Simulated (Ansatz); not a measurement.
# CH6BIn: one species, many methods

An exercise on one series of results from a longer session: the logs are not shown, and one member is left open.

The runs use Ansatz 0.2.0, Gaussian basis; functionals in def2-TZVPP, the program's frozen cores in correlated methods.

Levels to be run: LDA (SPW92), PBE-D4, revPBE-D4, BLYP-D4, r2SCAN-D4, B97M-V, PBE0-D4, B3LYP-D4, r2SCANh-D4, r2SCAN0-D4, HSE06-D4, BHLYP-D4, CAM-B3LYP-D4, LC-ωPBE, ωB97X-V, ωB97M-V, B2PLYP, PBE-QIDH; CCSD(T)/def2-SVP; CCSD(T)/def2-TZVPP; MP2/def2-QZVPP; extrapolation to the limit; RPA on PBE.

## Structure used throughout

The geometry comes from an earlier relaxation with PBE0-D4 in a triple-zeta def2 set; it is a stationary point, not always the lowest conformer. In takes the def2 core potential; no spin-orbit term is included.

SMILES `C[BH][InH2]`, 9 atoms, charge 0, spin multiplicity 1.

Atoms are counted from 1 here; the program's logs count them from 0.

Bond lengths: C1–B2 1.555 Å, C1–H4 1.094 Å, C1–H5 1.105 Å, C1–H6 1.090 Å, B2–In3 2.248 Å, B2–H7 1.203 Å, In3–H8 1.736 Å, In3–H9 1.736 Å. Angles: B2–C1–H4 113.5°, B2–C1–H5 103.3°, B2–C1–H6 117.5°, H4–C1–H5 104.9°, H4–C1–H6 109.8°, H5–C1–H6 106.7°, C1–B2–In3 126.0°, C1–B2–H7 116.7°, In3–B2–H7 117.3°, B2–In3–H8 123.4°, B2–In3–H9 123.8°, H8–In3–H9 112.9°.

Set-up of the first run:

in.yaml

```yaml
crystal:
  periodic: [false, false, false]
  atoms:
    - {symbol: C, position_ang: [-0.306866, 0.819134, -1.224743]}
    - {symbol: B, position_ang: [-0.533253, 0.342439, 0.237589]}
    - {symbol: In, position_ang: [0.634488, -1.257270, 1.300512]}
    - {symbol: H, position_ang: [-1.225469, 1.137122, -1.727083]}
    - {symbol: H, position_ang: [0.284020, 1.744325, -1.101220]}
    - {symbol: H, position_ang: [0.267042, 0.166920, -1.883730]}
    - {symbol: H, position_ang: [-1.370294, 0.928560, 0.873072]}
    - {symbol: H, position_ang: [0.127233, -2.916032, 1.380131]}
    - {symbol: H, position_ang: [2.123099, -0.965208, 2.145461]}
basis:
  gaussian: {orbitals: def2-TZVPP}
hamiltonian: {xc: lda}
output: {orbitals: {seedname: orbitals}}
```

Started as:

```sh
> ansatz run in.yaml --threads 2 --pin off --events-out ev --progress --plain --max-ram 4352MiB
```

Steps of the session up to this table: LDA; PBE-D4 (GGA); revPBE-D4 (GGA); BLYP-D4 (GGA); r2SCAN-D4 (meta-GGA); B97M-V (meta-GGA); PBE0-D4 (hybrid); B3LYP-D4 (hybrid); r2SCANh-D4 (hybrid); r2SCAN0-D4 (hybrid); HSE06-D4 (hybrid); BHLYP-D4 (hybrid); CAM-B3LYP-D4 (range-separated); LC-ωPBE (range-separated); ωB97X-V (range-separated); ωB97M-V (range-separated); B2PLYP (double hybrid); PBE-QIDH (double hybrid).

One of the session's tables, all rows but one given; the rest of the session is left out.

| functional | HOMO (eV) | LUMO (eV) | gap (eV) |
| --- | --- | --- | --- |
| LDA (SPW92) | -5.91 | -2.83 | 3.08 |
| PBE-D4 | -5.80 | -2.60 | 3.20 |
| revPBE-D4 | -5.76 | -2.50 | 3.26 |
| BLYP-D4 | -5.70 | -2.44 | 3.26 |
| r2SCAN-D4 | -6.02 | -2.26 | 3.76 |
| B97M-V | -6.07 | -2.33 | 3.74 |
| PBE0-D4 | -6.87 | -1.64 | 5.24 |
| B3LYP-D4 | -6.71 | -1.88 | 4.83 |
| r2SCANh-D4 | -6.41 | -1.93 | 4.48 |
| r2SCAN0-D4 | -7.01 | -1.45 | 5.57 |
| HSE06-D4 | -6.48 | -2.02 | 4.46 |
| BHLYP-D4 | -7.87 | -0.97 | 6.91 |
| CAM-B3LYP-D4 | -8.17 | -0.81 | 7.36 |
| LC-ωPBE | ? | ? | ? |
| ωB97X-V | -9.13 | 0.15 | 9.28 |
| ωB97M-V | -8.97 | -0.16 | 8.81 |

Estimate the missing values for LC-ωPBE.

As computed: HOMO (eV): -9.46; LUMO (eV): 0.29; gap (eV): 9.75. In the column «HOMO (eV)» it is the lowest.

Caveats from the session: All levels share the lack of spin-orbit coupling, which lowers the free heavy atoms and so the true binding.
